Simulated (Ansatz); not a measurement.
**C3H3Cl2F3: taking an electron away**

Aim: the vertical ionisation energy of C3H3Cl2F3, as cation minus neutral at the neutral's geometry, on several levels, and how well −ε(HOMO) stands in for it.

Method: unrestricted cation, the program's frozen cores in correlated methods; program: Ansatz 0.2.0, Gaussian basis.

The runs, in order: UKS PBE-D4/def2-TZVPP; UKS r2SCAN-D4/def2-TZVPP; UKS PBE0-D4/def2-TZVPP; UKS B3LYP-D4/def2-TZVPP; UKS wB97X-V/def2-TZVPP; UKS wB97M-V/def2-TZVPP; UKS B2PLYP/def2-TZVPP; UHF-CCSD(T)/def2-TZVPP; UHF-MP2/def2-QZVPP; extrapolation to the limit; then −ε(HOMO) from the neutral's earlier runs with LDA (SPW92), PBE-D4, revPBE-D4, BLYP-D4, r2SCAN-D4, B97M-V, PBE0-D4, B3LYP-D4, r2SCANh-D4, r2SCAN0-D4, HSE06-D4, BHLYP-D4, CAM-B3LYP-D4, LC-ωPBE, ωB97X-V, ωB97M-V.

**1. The geometry**

All runs share one geometry, relaxed beforehand with PBE0-D4 in a triple-zeta def2 set.

SMILES `FC(F)(F)CC(Cl)Cl`, 11 atoms, charge 0, spin multiplicity 1.

Atoms are counted from 1 here; the program's logs count them from 0.

Bond lengths: F1–C2 1.339 Å, C2–F3 1.342 Å, C2–F4 1.332 Å, C2–C5 1.513 Å, C5–C6 1.514 Å, C5–H9 1.092 Å, C5–H10 1.091 Å, C6–Cl7 1.775 Å, C6–Cl8 1.768 Å, C6–H11 1.087 Å. Angles: F1–C2–F3 107.4°, F1–C2–F4 107.3°, F1–C2–C5 109.6°, F3–C2–F4 107.4°, F3–C2–C5 111.3°, F4–C2–C5 113.5°, C2–C5–C6 114.7°, C2–C5–H9 106.3°, C2–C5–H10 108.7°, C6–C5–H9 108.0°, C6–C5–H10 110.5°, H9–C5–H10 108.2°, C5–C6–Cl7 108.9°, C5–C6–Cl8 112.5°, C5–C6–H11 111.7°, Cl7–C6–Cl8 110.3°, Cl7–C6–H11 106.5°, Cl8–C6–H11 106.7°.

As a file:

```xyz
11
charge 0, multiplicity 1
F    -2.34984    0.45836   -0.43934
C    -1.18642   -0.19481   -0.55167
F    -1.37493   -1.43362   -0.07210
F    -0.91890   -0.30626   -1.85165
C    -0.11552    0.53923    0.22497
C     1.17226   -0.23417    0.41365
Cl    2.16692    0.59431    1.62823
Cl    2.07458   -0.42347   -1.09454
H    -0.53614    0.74160    1.21178
H     0.08013    1.49363   -0.26514
H     0.98783   -1.23481    0.79580
```

**2. Cation, UKS PBE-D4/def2-TZVPP**

Contents of in.yaml:

```yaml
crystal:
  periodic: [false, false, false]
  atoms:
    - {symbol: F, position_ang: [-2.349840, 0.458364, -0.439344]}
    - {symbol: C, position_ang: [-1.186418, -0.194813, -0.551674]}
    - {symbol: F, position_ang: [-1.374926, -1.433624, -0.072096]}
    - {symbol: F, position_ang: [-0.918898, -0.306259, -1.851648]}
    - {symbol: C, position_ang: [-0.115519, 0.539229, 0.224970]}
    - {symbol: C, position_ang: [1.172264, -0.234171, 0.413652]}
    - {symbol: Cl, position_ang: [2.166923, 0.594312, 1.628231]}
    - {symbol: Cl, position_ang: [2.074577, -0.423471, -1.094544]}
    - {symbol: H, position_ang: [-0.536137, 0.741605, 1.211782]}
    - {symbol: H, position_ang: [0.080127, 1.493627, -0.265144]}
    - {symbol: H, position_ang: [0.987834, -1.234808, 0.795805]}
basis:
  gaussian: {orbitals: def2-TZVPP}
total_charge: 1
magnetization: {spin_polarized: true, initial_magnetization: 1}
hamiltonian: {xc: pbe, dispersion: d4}
```

Launch:

```console
ansatz run in.yaml --threads 2 --pin off --events-out ev --progress --plain --max-ram 32768MiB --backend cuda --devices 0, --max-vram 18GiB
```

The program printed:

```text
Functional definition: PBE
  name "PBE"
  cite "Perdew, Burke & Ernzerhof, Phys. Rev. Lett. 77, 3865 (1996) doi:10.1103/PhysRevLett.77.3865"
  parent pbe
  parameter kappa = 0.804
  parameter beta = 0.06672455060314922
  exchange = pbe_x(kappa = kappa, mu = beta*pi^2/3)
  correlation = pbe_c(beta = beta)
1773 factors; their error is unknown
mean field evaluation 1: about -36310.9604 eV, gradient 6.9e1 eV
mean field evaluation 2: about -36254.9930 eV, gradient 1.3e2 eV
mean field evaluation 4: about -36325.6140 eV, gradient 2.4e1 eV
mean field evaluation 8: about -36329.3913 eV, gradient 3.8e0 eV
mean field evaluation 16: about -36329.4854 eV, gradient 2.1e-1 eV
mean field evaluation 32: about -36329.4387 eV, gradient 2.7e-5 eV
mean field evaluation 64: about -36328.8218 eV, gradient 4.0e0 eV
mean field -36329.43873338 eV, -1335.0822484737 hartree, gradient 9.0e-6 eV, S^2 0.751146; 10 other end points of the search recorded, 0 dependent functions left out
reference -36329.43876652 eV, -1335.0822496916 hartree; 41, 40 occupied and 271, 272 virtual orbitals, 1773 factors
Total energy: -36329.71937527 eV, -1335.0925618729 hartree
```

Wall time 13 s (1 × H100 (card shared with other runs) with 2 threads of AMD EPYC 7R13, shared host); peak host memory 0.93 GiB.

Less the neutral's -36340.3664 eV (earlier run), this gives 10.647 eV. ⟨S²⟩ = 0.751.

**3. Cation, UKS r2SCAN-D4/def2-TZVPP**

Changes to in.yaml since step 2:

```diff
@@ -18,2 +18,2 @@
 magnetization: {spin_polarized: true, initial_magnetization: 1}
-hamiltonian: {xc: pbe, dispersion: d4}
+hamiltonian: {xc: r2scan, dispersion: d4}
```

The command is unchanged.

The program printed:

```text
Functional definition: r2SCAN
  name "r2SCAN"
  cite "Furness, Kaplan, Ning, Perdew & Sun, J. Phys. Chem. Lett. 11, 8208 (2020) doi:10.1021/acs.jpclett.0c02405"
  cite "Furness, Kaplan, Ning, Perdew & Sun, J. Phys. Chem. Lett. 11, 9248 (2020) doi:10.1021/acs.jpclett.0c03077"
  parent r2scan
  parameter k0 = 0.174
  parameter k1 = 0.065
  parameter a1 = 4.9479
  exchange = r2scan_x(k0 = k0, k1 = k1, a1 = a1)
  correlation = r2scan_c
1773 factors; their error is unknown
mean field evaluation 1: about -36329.1403 eV, gradient 6.3e1 eV
mean field evaluation 2: about -36294.0818 eV, gradient 1.0e2 eV
mean field evaluation 4: about -36341.9006 eV, gradient 1.9e1 eV
mean field evaluation 8: about -36344.2209 eV, gradient 4.4e0 eV
mean field evaluation 16: about -36344.3718 eV, gradient 3.5e-1 eV
mean field evaluation 32: about -36344.3285 eV, gradient 8.7e-4 eV
mean field evaluation 64: about -36344.3172 eV, gradient 1.1e0 eV
mean field -36344.32846888 eV, -1335.6294361606 hartree, gradient 7.7e-6 eV, S^2 0.752378; 6 other end points of the search recorded, 0 dependent functions left out
reference -36344.32847893 eV, -1335.6294365302 hartree; 41, 40 occupied and 271, 272 virtual orbitals, 1773 factors
Total energy: -36344.39981415 eV, -1335.6320580510 hartree
```

Wall time 17 s (1 × H100 (card shared with other runs) with 2 threads of AMD EPYC 7R13, shared host); peak host memory 1 GiB.

Less the neutral's -36355.3073 eV (earlier run), this gives 10.907 eV. ⟨S²⟩ = 0.752.

**4. Cation, UKS PBE0-D4/def2-TZVPP**

Changes to in.yaml since step 3:

```diff
@@ -18,2 +18,2 @@
 magnetization: {spin_polarized: true, initial_magnetization: 1}
-hamiltonian: {xc: r2scan, dispersion: d4}
+hamiltonian: {xc: pbe0, dispersion: d4}
```

The command is unchanged.

The program printed:

```text
Functional definition: PBE0
  name "PBE0"
  cite "Adamo & Barone, J. Chem. Phys. 110, 6158 (1999) doi:10.1063/1.478522"
  cite "Perdew, Burke & Ernzerhof, Phys. Rev. Lett. 77, 3865 (1996) doi:10.1103/PhysRevLett.77.3865"
  parent pbe
  parameter a = 0.25
  parameter kappa = 0.804
  parameter beta = 0.06672455060314922
  exchange = (1 - a)*pbe_x(kappa = kappa, mu = beta*pi^2/3) + a*exact_x
  correlation = pbe_c(beta = beta)
1835 factors; their error is unknown
mean field evaluation 1: about -36320.0512 eV, gradient 5.5e1 eV
mean field evaluation 2: about -36302.5579 eV, gradient 8.1e1 eV
mean field evaluation 4: about -36330.9065 eV, gradient 4.6e0 eV
mean field evaluation 8: about -36330.9971 eV, gradient 5.6e-1 eV
mean field evaluation 16: about -36331.0845 eV, gradient 7.8e-2 eV
mean field evaluation 32: about -36331.1422 eV, gradient 3.7e-5 eV
mean field evaluation 64: about -36330.8117 eV, gradient 1.1e0 eV
mean field -36331.14223449 eV, -1335.1448509848 hartree, gradient 2.3e-6 eV, S^2 0.753772; 6 other end points of the search recorded, 0 dependent functions left out
reference -36331.14225927 eV, -1335.1448518954 hartree; 41, 40 occupied and 271, 272 virtual orbitals, 1835 factors
Total energy: -36331.37968085 eV, -1335.1535769778 hartree
```

It took 12 s on 1 × H100 (card shared with other runs) with 2 threads of AMD EPYC 7R13, shared host; peak host memory 0.94 GiB.

The neutral molecule at this level: -36342.5815 eV. Difference: 11.202 eV. ⟨S²⟩ = 0.754.

**5. Cation, UKS B3LYP-D4/def2-TZVPP**

Changes to in.yaml since step 4:

```diff
@@ -18,2 +18,2 @@
 magnetization: {spin_polarized: true, initial_magnetization: 1}
-hamiltonian: {xc: pbe0, dispersion: d4}
+hamiltonian: {xc: {name: B3LYP}, dispersion: d4}
```

The command is unchanged.

The program printed:

```text
Functional definition: B3LYP
  name "B3LYP"
  cite "Stephens, Devlin, Chabalowski & Frisch, J. Phys. Chem. 98, 11623 (1994) doi:10.1021/j100096a001"
  cite "Becke, Phys. Rev. A 38, 3098 (1988) doi:10.1103/PhysRevA.38.3098"
  cite "Lee, Yang & Parr, Phys. Rev. B 37, 785 (1988) doi:10.1103/PhysRevB.37.785"
  cite "Vosko, Wilk & Nusair, Can. J. Phys. 58, 1200 (1980) doi:10.1139/p80-159"
  parameter a0 = 0.2
  parameter ax = 0.72
  parameter ac = 0.81
  exchange = (1 - a0 - ax)*slater_x + ax*b88_x + a0*exact_x
  correlation = (1 - ac)*vwn_rpa_c + ac*lyp_c
1811 factors; their error is unknown
mean field evaluation 1: about -36338.3023 eV, gradient 6.0e1 eV
mean field evaluation 2: about -36314.7811 eV, gradient 9.3e1 eV
mean field evaluation 4: about -36351.2413 eV, gradient 4.9e0 eV
mean field evaluation 8: about -36351.3332 eV, gradient 3.4e-1 eV
mean field evaluation 16: about -36351.3903 eV, gradient 6.7e-2 eV
mean field evaluation 32: about -36351.4517 eV, gradient 3.6e-5 eV
mean field -36351.45168476 eV, -1335.8912095162 hartree, gradient 2.6e-6 eV, S^2 0.753059; 4 other end points of the search recorded, 0 dependent functions left out
reference -36351.45193338 eV, -1335.8912186526 hartree; 41, 40 occupied and 271, 272 virtual orbitals, 1811 factors
Total energy: -36351.90268635 eV, -1335.9077835186 hartree
```

Run time: 11 s. Hardware: 1 × H100 (card shared with other runs) with 2 threads of AMD EPYC 7R13, shared host; peak host memory 0.94 GiB.

Less the neutral's -36363.0692 eV (earlier run), this gives 11.167 eV. ⟨S²⟩ = 0.753.

**6. Cation, UKS wB97X-V/def2-TZVPP**

Changes to in.yaml since step 5:

```diff
@@ -18,2 +18,2 @@
 magnetization: {spin_polarized: true, initial_magnetization: 1}
-hamiltonian: {xc: {name: B3LYP}, dispersion: d4}
+hamiltonian: {xc: {name: wB97X-V}}
```

Launched as before.

The program printed:

```text
Functional definition: wB97X-V
  name "wB97X-V"
  cite "Mardirossian & Head-Gordon, Phys. Chem. Chem. Phys. 16, 9904 (2014) doi:10.1039/C3CP54374A"
  cite "Becke, J. Chem. Phys. 107, 8554 (1997) doi:10.1063/1.475007"
  cite "Vydrov & Van Voorhis, J. Chem. Phys. 133, 244103 (2010) doi:10.1063/1.3521275"
  parameter omega = 0.3/bohr
  parameter cx = 0.167
  parameter cx1 = 0.603
  parameter cx2 = 1.194
  parameter css0 = 0.556
  parameter css1 = -0.257
  parameter cos0 = 1.219
  parameter cos1 = -1.850
  parameter b = 6.0
  parameter c = 0.01
  exchange = spin_sum(e_x_unif_sr(omega)*poly(b97_u_x, 1 - cx, cx1, cx2)) + cx*exact_x_sr(omega) + exact_x_lr(omega)
  correlation = spin_sum(e_c_pw_same_spin*poly(b97_u_same, css0, css1))
      + integral(e_c_pw_opposite_spin*poly(b97_u_opposite, cos0, cos1)) + vv10(b, c)
1805 factors; their error is unknown
341 factors; integrals over basis functions are off by at most 1.2e-5 eV
mean field evaluation 1: about -36336.1042 eV, gradient 4.7e1 eV
mean field evaluation 2: about -36337.9406 eV, gradient 4.4e1 eV
mean field evaluation 4: about -36343.1499 eV, gradient 1.9e0 eV
mean field evaluation 8: about -36343.1812 eV, gradient 2.0e-1 eV
mean field evaluation 16: about -36343.2273 eV, gradient 3.4e-2 eV
mean field evaluation 32: about -36343.2332 eV, gradient 2.2e-4 eV
mean field -36343.23315981 eV, -1335.5891842947 hartree, gradient 7.9e-6 eV, S^2 0.759095; 6 other end points of the search recorded, 0 dependent functions left out
reference -36343.23315820 eV, -1335.5891842357 hartree; 41, 40 occupied and 271, 272 virtual orbitals, 1805 factors
Total energy: -36343.23315820 eV, -1335.5891842357 hartree
```

Run time: 14 s. Hardware: 1 × H100 (card shared with other runs) with 2 threads of AMD EPYC 7R13, shared host; peak host memory 1.1 GiB.

The neutral molecule at this level: -36354.7802 eV. Difference: 11.547 eV. ⟨S²⟩ = 0.759.

**7. Cation, UKS wB97M-V/def2-TZVPP**

Changes to in.yaml since step 6:

```diff
@@ -18,2 +18,2 @@
 magnetization: {spin_polarized: true, initial_magnetization: 1}
-hamiltonian: {xc: {name: wB97X-V}}
+hamiltonian: {xc: {name: wB97M-V}}
```

Launched as before.

The program printed:

```text
Functional definition: wB97M-V
  name "wB97M-V"
  cite "Mardirossian & Head-Gordon, J. Chem. Phys. 144, 214110 (2016) doi:10.1063/1.4952647"
  cite "Becke, J. Chem. Phys. 107, 8554 (1997) doi:10.1063/1.475007"
  cite "Vydrov & Van Voorhis, J. Chem. Phys. 133, 244103 (2010) doi:10.1063/1.3521275"
  # Of w^i u^j: cxij and so on, Table III.
  parameter omega = 0.3/bohr
  parameter cx = 0.15
  parameter cx01 = 1.007
  parameter cx10 = 0.259
  parameter css00 = 0.443
  parameter css04 = -1.437
  parameter css10 = -4.535
  parameter css20 = -3.390
  parameter css43 = 4.278
  parameter cos00 = 1.000
  parameter cos10 = 1.358
  parameter cos20 = 2.924
  parameter cos21 = -8.812
  parameter cos60 = -1.390
  parameter cos61 = 9.142
  parameter b = 6.0
  parameter c = 0.01
  gx(w, u) = 1 - cx + cx01*u + cx10*w
  gss(w, u) = css00 + css04*u^4 + css10*w + css20*w^2 + css43*w^4*u^3
  gos(w, u) = cos00 + cos10*w + (cos20 + cos21*u)*w^2 + (cos60 + cos61*u)*w^6
  exchange = spin_sum(e_x_unif_sr(omega)*gx(b97_w, b97_u_x)) + cx*exact_x_sr(omega) + exact_x_lr(omega)
  correlation = spin_sum(e_c_pw_mod_same_spin*gss(b97_w, b97_u_same))
      + integral(e_c_pw_mod_opposite_spin*gos(b97_w_opposite, b97_u_opposite)) + vv10(b, c)
1805 factors; their error is unknown
341 factors; integrals over basis functions are off by at most 1.2e-5 eV
mean field evaluation 1: about -36338.8346 eV, gradient 4.7e1 eV
mean field evaluation 2: about -36340.6152 eV, gradient 4.5e1 eV
mean field evaluation 4: about -36346.1497 eV, gradient 1.9e0 eV
mean field evaluation 8: about -36346.1804 eV, gradient 1.8e-1 eV
mean field evaluation 16: about -36346.2170 eV, gradient 4.5e-2 eV
mean field evaluation 32: about -36346.2367 eV, gradient 5.0e-5 eV
mean field -36346.23666665 eV, -1335.6995611352 hartree, gradient 4.0e-6 eV, S^2 0.755313; 6 other end points of the search recorded, 0 dependent functions left out
reference -36346.23670580 eV, -1335.6995625740 hartree; 41, 40 occupied and 271, 272 virtual orbitals, 1805 factors
Total energy: -36346.23670580 eV, -1335.6995625740 hartree
```

Run time: 15 s. Hardware: 1 × H100 (card shared with other runs) with 2 threads of AMD EPYC 7R13, shared host; peak host memory 1.1 GiB.

The neutral molecule at this level: -36357.7096 eV. Difference: 11.473 eV. ⟨S²⟩ = 0.755.

[end of part 1 of 2]
